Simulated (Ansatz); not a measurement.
# Rb2Si: the cost of one run

Method: DFT PBE, scalar-relativistic, plane waves, PAW, in Ansatz 0.2.0.

## (1) The structure to begin with

It takes space group P4_2/mnm (No. 136, tetragonal). The conventional cell has a = 6.841 Å, b = 6.841 Å, c = 4.406 Å, α = 90.00°, β = 90.00°, γ = 90.00°. Around Rb (site symmetry m2m) lie 3 Si at 2.89 to 2.96 Å. Around Si (site symmetry mmm) lie 6 Rb at 2.89 to 2.96 Å.

Structure file:

```
CELL_PARAMETERS angstrom
6.84052 0.00000 0.00000
0.00000 6.84052 0.00000
0.00000 0.00000 4.40599
ATOMIC_POSITIONS crystal
Rb 0.30600 0.30600 0.00000
Rb 0.19400 0.80600 0.50000
Rb 0.69400 0.69400 0.00000
Rb 0.80600 0.19400 0.50000
Si 0.00000 0.00000 0.00000
Si 0.50000 0.50000 0.50000
```

This is candidate A: anti-rutile type (P4_2/mnm, No. 136).

(A quick probe on a coarse mesh, which set the mesh and smearing, is not shown.)

## (3) A loose first relaxation (candidate A)

The input, input.yaml:

```yaml
crystal:
  lattice:
    - [6.8405206711, 0.0, 0.0]
    - [0.0, 6.8405206711, 0.0]
    - [0.0, 0.0, 4.4059862137]
  atoms:
    - { symbol: Rb, position: [0.306, 0.306, 0.0] }
    - { symbol: Rb, position: [0.194, 0.806, 0.5] }
    - { symbol: Rb, position: [0.694, 0.694, 0.0] }
    - { symbol: Rb, position: [0.806, 0.194, 0.5] }
    - { symbol: Si, position: [0.0, 0.0, 0.0] }
    - { symbol: Si, position: [0.5, 0.5, 0.5] }
basis:
  ecutwfc: 420
kpoints:
  mp_grid: { grid: [4, 4, 4] }
hamiltonian:
  xc: pbe
scf:
  occupations: { method: gaussian, width: 0.1 }
  lower_state_search: "off"
output:
  forces: true
  stress: true
  eigenvalues: true
relax:
  adjacent_minimum: "off"
  f_tol: 0.04
  max_steps: 70
  cell: { stress_tol: 0.4 }
```

Command:

```bash
$ ansatz run input.yaml --threads 1 --pin off --max-ram 2560MiB --backend cpu --events-out ev --progress --plain --runs-dir out
```

Q: Estimate wall time and peak memory on 1 thread of Intel Xeon Platinum 8488C (Sapphire Rapids), shared host.

About 66 s, with a peak of 0.58 GiB.
